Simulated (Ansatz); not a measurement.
This script makes an equation of state with a fit of Li₂Ca, space group Fd-3m with the Ansatz DFT code, driven from Python.

Script `eos_li2ca.py`:
```python
"""Equation of state of Li2Ca."""

import warnings

import ansatz as az
import numpy as np
from pymatgen.analysis.eos import EOS

vectors0 = np.array([
    [0.0, 4.428, 4.428],
    [4.428, 0.0, 4.428],
    [4.428, 4.428, 0.0],
])
sites = [
    ("Li", [0.625, 0.625, 0.625]),
    ("Li", [0.125, 0.625, 0.625]),
    ("Li", [0.625, 0.625, 0.125]),
    ("Li", [0.625, 0.125, 0.625]),
    ("Ca", [0.0, 0.0, 0.0]),
    ("Ca", [0.25, 0.25, 0.25]),
]


def crystal_on(cell):
    crystal = az.Crystal(lattice=az.Lattice.of(cell))
    for symbol, position in sites:
        crystal = crystal.atom(symbol, position)
    return crystal

warnings.simplefilter("ignore", az.DeckWarning)

# scale the volume, keep shape and fractions
volumes, energies = [], []
for scale in np.linspace(0.88, 1.12, 7):
    cell = vectors0 * scale ** (1 / 3)
    job = (
        crystal_on(cell).calculation()
        .scf(tolerance=1e-05, self_checks="high")
        .functional(az.Functional.PBESOL)
        .accuracy("low")  # preset for grids and thresholds
        .occupations("gaussian", width=0.01)  # smearing steadies the SCF of a metal
        .mixing("broyden", beta=0.7)
        .basis(10 * az.Ha, xc_grid=3)
        .kpoints(5, 5, 5)
    )
    data = job.run(threads=1).report
    volumes.append(abs(np.linalg.det(cell)) / len(sites))
    energies.append(data["free_energy_ev"] / len(sites))
    print(f"V = {volumes[-1]:8.4f} A^3/atom  F = {energies[-1]:.5f} eV/atom")

for form in ["birch_murnaghan", "pourier_tarantola"]:
    fit = EOS(eos_name=form).fit(volumes, energies)
    print(f"{form:18s} V0 {fit.v0:8.4f} A^3/atom  B0 {fit.b0_GPa:7.1f} GPa  B1 {fit.b1:5.2f}")
```

Estimate the equilibrium volume and the bulk modulus.

A third-order Birch-Murnaghan fit through the 7 points has its minimum at 27.34 Å³ an atom, 5.5 % below the typed cell, with a bulk modulus of 16 GPa. From that minimum the energy rises by 7.2 meV an atom on the compressed side and 37.2 meV on the expanded side.

What the script printed:

```console
$ python eos_li2ca.py
V =  25.4674 A^3/atom  F = -733.21724 eV/atom
V =  26.6250 A^3/atom  F = -733.22339 eV/atom
V =  27.7826 A^3/atom  F = -733.22416 eV/atom
V =  28.9402 A^3/atom  F = -733.21997 eV/atom
V =  30.0978 A^3/atom  F = -733.21209 eV/atom
V =  31.2554 A^3/atom  F = -733.20123 eV/atom
V =  32.4130 A^3/atom  F = -733.18716 eV/atom
birch_murnaghan    V0  27.3431 A^3/atom  B0    16.2 GPa  B1  3.20
pourier_tarantola  V0  27.3435 A^3/atom  B0    16.1 GPa  B1  3.18
```

The settings weren't tested for convergence. The cutoff lies under the one recommended for these potentials. Shape and fractional positions are held along the curve, so the bulk modulus is an upper value where they are free to relax. Under the recommended cutoff a pressure can be off by several GPa, even in sign. The mesh is modest for a metal, so energies can be off by several to tens of meV an atom and pressures by half a GPa or more; differences at equal mesh fare better. The starting cell is as deposited in a crystallographic database; the results hold for this polymorph, which needn't be the stable one. The script silences the warnings on its input, which a real study should read. Timing: 9.2 s on 1 thread of Arm Neoverse V2, on a shared host, peak memory 0.49 GiB.

(Lines on the test bed's own set-up are left out of the output.)
